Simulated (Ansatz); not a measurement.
# ClGeH₄In: one species, many methods

One table from this session's results is given with a row withheld; the runs are named, their logs left out.

Method: functionals in def2-TZVPP, the program's frozen cores in correlated methods; program: Ansatz 0.2.0, Gaussian basis.

Plan: LDA (SPW92), PBE-D4, revPBE-D4, BLYP-D4, r2SCAN-D4, B97M-V, PBE0-D4, B3LYP-D4, r2SCANh-D4, r2SCAN0-D4, HSE06-D4, BHLYP-D4, CAM-B3LYP-D4, LC-ωPBE, ωB97X-V, ωB97M-V, B2PLYP, PBE-QIDH; CCSD(T)/def2-SVP; CCSD(T)/def2-TZVPP; CCSD(T)/def2-QZVPP; extrapolation to the limit; RPA on PBE.

1 further run of the same task is left out (for a known fault of the program).

### Structure used throughout

All runs share one geometry, relaxed beforehand with PBE0-D4 in a triple-zeta def2 set. In takes the def2 core potential; no spin-orbit term is included.

7 atoms, charge 0, spin multiplicity 1.

Atoms are counted from 1 here; the program's logs count them from 0.

Bond lengths: Cl1–In2 2.353 Å, In2–Ge3 2.590 Å, In2–H4 1.715 Å, Ge3–H5 1.537 Å, Ge3–H6 1.537 Å, Ge3–H7 1.538 Å. Angles: Cl1–In2–Ge3 111.2°, Cl1–In2–H4 111.6°, Ge3–In2–H4 137.2°, In2–Ge3–H5 109.3°, In2–Ge3–H6 109.3°, In2–Ge3–H7 112.0°, H5–Ge3–H6 108.7°, H5–Ge3–H7 108.7°, H6–Ge3–H7 108.7°.

Coordinates:

```csv
atom,x (Å),y (Å),z (Å)
Cl1,-2.6598,-1.4682,-0.1554
In2,-0.3285,-1.3679,0.1455
Ge3,0.5412,1.0616,-0.0741
H4,0.3349,-2.9199,0.4500
H5,0.1944,1.6014,-1.4704
H6,-0.1456,1.9449,0.9793
H7,2.0634,1.1481,0.1250
```

Set-up of the first run:

Contents of in.yaml:

```yaml
crystal:
  periodic: [false, false, false]
  atoms:
    - {symbol: Cl, position_ang: [-2.659837, -1.468160, -0.155365]}
    - {symbol: In, position_ang: [-0.328549, -1.367883, 0.145500]}
    - {symbol: Ge, position_ang: [0.541165, 1.061607, -0.074064]}
    - {symbol: H, position_ang: [0.334925, -2.919947, 0.450032]}
    - {symbol: H, position_ang: [0.194440, 1.601411, -1.470393]}
    - {symbol: H, position_ang: [-0.145567, 1.944901, 0.979298]}
    - {symbol: H, position_ang: [2.063423, 1.148069, 0.124982]}
basis:
  gaussian: {orbitals: def2-TZVPP}
hamiltonian: {xc: lda}
output: {orbitals: {seedname: orbitals}}
```

The run is started by

```bash
$ ansatz run in.yaml --threads 2 --pin off --events-out ev --progress --plain --max-ram 32768MiB --backend cpu
```

Steps of the session up to this table: LDA; PBE-D4 (GGA); revPBE-D4 (GGA); BLYP-D4 (GGA); r2SCAN-D4 (meta-GGA); B97M-V (meta-GGA); B3LYP-D4 (hybrid); r2SCANh-D4 (hybrid); r2SCAN0-D4 (hybrid); HSE06-D4 (hybrid); BHLYP-D4 (hybrid); CAM-B3LYP-D4 (range-separated); LC-ωPBE (range-separated); ωB97X-V (range-separated); ωB97M-V (range-separated); B2PLYP (double hybrid); PBE-QIDH (double hybrid).

One table of the session follows, with a row left open; its other results are not shown here.

It belongs to the step «Frontier levels by functional». 

```
  functional  HOMO (eV)  LUMO (eV)  gap (eV)
 LDA (SPW92)      -6.68      -3.07      3.62
      PBE-D4      -6.56      -2.82      3.74
   revPBE-D4      -6.51      -2.70      3.80
     BLYP-D4      -6.41      -2.77      3.64
   r2SCAN-D4      -6.85      -2.63      4.21
      B97M-V      -6.92      -2.87      4.05
     PBE0-D4      -7.68      -2.13      5.55
    B3LYP-D4      -7.47      -2.38      5.08
  r2SCANh-D4      -7.26      -2.39      4.87
  r2SCAN0-D4      -7.86      -2.03      5.84
    HSE06-D4      -7.29      -2.49      4.80
    BHLYP-D4          ?          ?         ?
CAM-B3LYP-D4      -8.90      -1.29      7.61
     LC-ωPBE     -10.19      -0.19     10.00
     ωB97X-V      -9.86      -0.33      9.53
     ωB97M-V      -9.70      -0.56      9.13
```

**Question.** Estimate the row for BHLYP-D4.

Worked estimate for «HOMO (eV)». Against the share of exact exchange, BLYP-D4 (0, -6.41), B3LYP-D4 (0.2, -7.47) give a slope of -5.30 per unit share; at 0.5 the line stands at -9.06.

The run gave: HOMO (eV): -8.64; LUMO (eV): -1.48; gap (eV): 7.17. In «HOMO (eV)» the line misses by -0.42.
